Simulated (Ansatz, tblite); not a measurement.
# C₂₇H₁₈N₂: one state, many levels

How do method and basis change the picture of C₂₇H₁₈N₂ (singlet)?

Method: as each input shows; program: Ansatz 0.2.0, Gaussian basis.

Levels to be run: GFN1-xTB, GFN2-xTB, PBE-D4/def2-TZVP, r2SCAN-D4/def2-TZVP, PBE-D4/def2-SVP, PBE0-D4/def2-SVP.

1 further run of the same task is left out (set aside as unsound or not needed).

### Step 1. The structure

The geometry is that of the singlet, from an earlier relaxation (r2SCAN-D4/def2-SVP).

SMILES `CN(C)c1ccc(C#Cc2ccc(C#Cc3ccc(C#CC#N)cc3)cc2)cc1`, 47 atoms, charge 0, spin multiplicity 1.

Bond lengths: C1–N2 1.446 Å, C1–H30 1.107 Å, C1–H31 1.097 Å, C1–H32 1.106 Å, N2–C3 1.446 Å, N2–C4 1.376 Å, C3–H33 1.107 Å, C3–H34 1.097 Å, C3–H35 1.106 Å, C4–C5 1.419 Å, C4–C29 1.419 Å, C5–C6 1.389 Å, C5–H36 1.091 Å, C6–C7 1.412 Å, C6–H37 1.093 Å, C7–C8 1.422 Å, C7–C28 1.412 Å, C8–C9 1.226 Å and more. Angles: N2–C1–H30 112.3°, N2–C1–H31 109.3°, N2–C1–H32 111.8°, H30–C1–H31 107.9°, H30–C1–H32 107.6°, H31–C1–H32 107.8°, C1–N2–C3 120.0°, C1–N2–C4 119.9°, C3–N2–C4 119.9°, N2–C3–H33 112.3°, N2–C3–H34 109.3°, N2–C3–H35 111.8°, H33–C3–H34 107.9°, H33–C3–H35 107.6°, H34–C3–H35 107.8°, N2–C4–C5 121.3°, N2–C4–C29 121.3°, C5–C4–C29 117.4° and more.

PBE0-D4/def2-TZVP was run before; its log isn't repeated, and its numbers join the tables.

### Step 2. GFN1-xTB

Tight binding, by tblite at 300 K electronic temperature and without a spin-polarisation term:

```python
tblite.interface.Calculator('GFN1-xTB', numbers, positions, charge=0, uhf=0).singlepoint()
```

Energy -1984.3160 eV, HOMO -10.28 eV, LUMO -8.67 eV; 0.12 s.

### Step 3. GFN2-xTB

Tight binding, by tblite at 300 K electronic temperature and without a spin-polarisation term:

```python
tblite.interface.Calculator('GFN2-xTB', numbers, positions, charge=0, uhf=0).singlepoint()
```

Energy -1975.6275 eV, HOMO -9.32 eV, LUMO -7.90 eV; 0.1 s.

### Step 4. PBE-D4/def2-TZVP

start.molden holds the orbitals of an earlier run on this state, given as this run's starting guess.

in.yaml

```yaml
crystal:
  periodic: [false, false, false]
  atoms:
    - {symbol: C, position_ang: [-9.335631, 0.617582, -1.654155]}
    - {symbol: N, position_ang: [-8.678162, 0.434626, -0.379756]}
    - {symbol: C, position_ang: [-9.454768, 0.426346, 0.839524]}
    - {symbol: C, position_ang: [-7.305971, 0.355552, -0.320409]}
    - {symbol: C, position_ang: [-6.628015, 0.220117, 0.918866]}
    - {symbol: C, position_ang: [-5.243170, 0.134562, 0.972480]}
    - {symbol: C, position_ang: [-4.455376, 0.179480, -0.198234]}
    - {symbol: C, position_ang: [-3.037430, 0.094470, -0.137331]}
    - {symbol: C, position_ang: [-1.815230, 0.021391, -0.084815]}
    - {symbol: C, position_ang: [-0.395276, -0.043943, -0.022677]}
    - {symbol: C, position_ang: [0.376748, 1.134837, 0.090453]}
    - {symbol: C, position_ang: [1.763402, 1.075340, 0.151732]}
    - {symbol: C, position_ang: [2.432194, -0.168072, 0.102739]}
    - {symbol: C, position_ang: [3.852223, -0.228575, 0.165746]}
    - {symbol: C, position_ang: [5.074833, -0.276461, 0.220378]}
    - {symbol: C, position_ang: [6.493948, -0.330295, 0.283778]}
    - {symbol: C, position_ang: [7.270672, -0.261931, -0.895832]}
    - {symbol: C, position_ang: [8.656530, -0.311535, -0.835992]}
    - {symbol: C, position_ang: [9.314299, -0.431485, 0.410070]}
    - {symbol: C, position_ang: [10.727589, -0.480994, 0.473401]}
    - {symbol: C, position_ang: [11.952872, -0.523205, 0.527250]}
    - {symbol: C, position_ang: [13.315203, -0.570840, 0.588641]}
    - {symbol: N, position_ang: [14.485099, -0.611532, 0.641958]}
    - {symbol: C, position_ang: [8.541030, -0.500141, 1.592038]}
    - {symbol: C, position_ang: [7.155377, -0.450021, 1.527806]}
    - {symbol: C, position_ang: [1.664151, -1.348441, -0.007673]}
    - {symbol: C, position_ang: [0.277310, -1.286242, -0.068479]}
    - {symbol: C, position_ang: [-5.128691, 0.320276, -1.431109]}
    - {symbol: C, position_ang: [-6.513006, 0.406442, -1.496140]}
    - {symbol: H, position_ang: [-9.037483, 1.562190, -2.148613]}
    - {symbol: H, position_ang: [-10.421832, 0.644949, -1.500562]}
    - {symbol: H, position_ang: [-9.113996, -0.210214, -2.352697]}
    - {symbol: H, position_ang: [-9.211966, 1.282909, 1.497548]}
    - {symbol: H, position_ang: [-10.521720, 0.484198, 0.589632]}
    - {symbol: H, position_ang: [-9.294170, -0.499342, 1.422284]}
    - {symbol: H, position_ang: [-7.188956, 0.182288, 1.853524]}
    - {symbol: H, position_ang: [-4.748304, 0.027872, 1.941415]}
    - {symbol: H, position_ang: [-0.134063, 2.100218, 0.127920]}
    - {symbol: H, position_ang: [2.350643, 1.993184, 0.237346]}
    - {symbol: H, position_ang: [6.765151, -0.169020, -1.859971]}
    - {symbol: H, position_ang: [9.250632, -0.258666, -1.751517]}
    - {symbol: H, position_ang: [9.045665, -0.592576, 2.556778]}
    - {symbol: H, position_ang: [6.560565, -0.502946, 2.442750]}
    - {symbol: H, position_ang: [2.174117, -2.314399, -0.046091]}
    - {symbol: H, position_ang: [-0.310407, -2.203503, -0.155875]}
    - {symbol: H, position_ang: [-4.543706, 0.359656, -2.353793]}
    - {symbol: H, position_ang: [-6.982904, 0.515873, -2.474337]}
basis:
  gaussian: {orbitals: def2-TZVP, fitting: {mean_field: def2-universal-jkfit}, initial_orbitals: start.molden}
hamiltonian: {xc: pbe, dispersion: d4}
scf: {omitted_lower_state_checks: [starts]}
output: {forces: true, orbitals: {seedname: orbitals}}
```

Started as:

```bash
ansatz run in.yaml --threads 2 --pin off --events-out ev --progress --plain --max-ram 32768MiB --backend cuda --devices 0, --max-vram 18GiB
```

After this run come: r2SCAN-D4/def2-TZVP; PBE-D4/def2-SVP; PBE0-D4/def2-SVP.

Q: Predict the results of all the runs planned. Wanted: gap in def2-TZVP, named functionals, smallest and largest; binding an atom, functionals in def2-TZVP; PBE0 total energy, smallest basis above largest.

The runs gave:

| quantity | value |
| --- | --- |
| gap in def2-TZVP, named functionals, smallest and largest | 1.58 eV (PBE-D4), 3.16 eV (PBE0-D4) |
| binding an atom, functionals in def2-TZVP | 5.29 (r2SCAN-D4) to 5.50 eV (PBE-D4) |
| PBE0 total energy, smallest basis above largest | 32.71 eV (def2-SVP, def2-TZVP) |

What this shows: Orbital gaps of the named functionals in def2-TZVP span 1.58 eV (PBE-D4) to 3.16 eV (PBE0-D4); exact exchange widens it.
